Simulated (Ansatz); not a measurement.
# B4AsN3: the band gap up the ladder of functionals

The task here is to estimate one member of a computed series from the others.

Program: Ansatz 0.2.0. PAW datasets, plane waves. No spin polarisation. The prototype was imposed, so other structures may be more stable.

**The cell**

The cell was relaxed beforehand with r2SCAN.

Space group P-4m2 (No. 115), tetragonal; conventional cell a = 2.768 Å, c = 7.878 Å, 7.55 Å³ an atom. Near N stand 4 B at 1.63 Å; near B stand 4 N at 1.63 Å; near B stand 2 N at 1.63 Å and 2 As at 1.93 Å; near As stand 4 B at 1.93 Å.

Structure file:

```
CELL_PARAMETERS angstrom
2.76833 0.00000 0.00000
0.00000 2.76833 0.00000
0.00000 0.00000 7.87769
ATOMIC_POSITIONS crystal
N 0.00000 0.00000 0.21973
B 0.00000 0.50000 0.11016
N 0.50000 0.50000 0.00000
B 0.50000 0.00000 0.88984
N 0.00000 0.00000 0.78027
B 0.00000 0.50000 0.67162
As 0.50000 0.50000 0.50000
B 0.50000 0.00000 0.32838
```

The first run:

input.yaml reads:

```yaml
crystal:
  lattice:
    - [2.7683323538, 0.0, 0.0]
    - [0.0, 2.7683323538, 0.0]
    - [0.0, 0.0, 7.8776882046]
  atoms:
    - { symbol: "N", position: [0.0, 0.0, 0.2197269529] }
    - { symbol: B, position: [0.0, 0.5, 0.1101634866] }
    - { symbol: "N", position: [0.5, 0.5, 0.0] }
    - { symbol: B, position: [0.5, 0.0, 0.8898365134] }
    - { symbol: "N", position: [0.0, 0.0, 0.7802730471] }
    - { symbol: B, position: [0.0, 0.5, 0.6716191165] }
    - { symbol: As, position: [0.5, 0.5, 0.5] }
    - { symbol: B, position: [0.5, 0.0, 0.3283808835] }
kpoints:
  mp_grid: { grid: [10, 10, 4] }
  band_path:
    path:
      - [[0.0, 0.0, 0.0], [0.0, 0.5, 0.0], [0.5, 0.5, 2.97015556373e-34], [0.0, 0.0, 0.0], [-9.256031074094e-53, 0.0, 0.5], [-9.256031074094e-53, 0.5, 0.5], [0.5, 0.5, 0.5], [-9.256031074094e-53, 0.0, 0.5]]
      - [[0.0, 0.5, 0.0], [-9.256031074094e-53, 0.5, 0.5]]
      - [[0.5, 0.5, 2.97015556373e-34], [0.5, 0.5, 0.5]]
    npoints: 10
hamiltonian:
  xc: pbe
scf:
  occupations: { method: fermi_dirac, width: 0.02 }
  n_extra_bands: 6
output:
  forces: true
  stress: true
  eigenvalues: true
  write_density: true
  write_potential: true
  elf: true
  volumetric_format: npy
```

Started as:

```console
$ ansatz run input.yaml --threads 4 --pin off --max-ram 6451MiB --backend cpu --events-out ev --progress --plain --runs-dir out
```

Among the steps run: PBE band path; r2SCAN at the same geometry; Single point with HSE06; PBE+SOC; PBE0.

One of the session's tables, all rows but one given; the rest of the session is left out.

| level | gap (eV) |
| --- | --- |
| PBE | 0.21 |
| r2SCAN | 0.47 |
| HSE06 | 1.02 |
| PBE+SOC | 0.21 |
| PBE0 | ? |

Q: Estimate the row for PBE0 from the others.

The run gave: gap (eV): 1.76. In the column «gap (eV)» it is the highest.

Meshes: PBE 10×10×4, r2SCAN 10×10×4, HSE06 6×6×2, PBE+SOC 10×10×4, PBE0 6×6×2

What this shows: The gap runs from 0.21 eV (PBE) to 1.76 eV (PBE0). Against HSE06, PBE is short by 0.81 eV, at 20 % of it, and r2SCAN 46 %. PBE0 lies 0.74 eV above HSE06, which differs from it by screening the long-range exchange.

Caveats from the session: Warnings in the runs' records: stress exchange threshold loose, stress scf threshold loose.
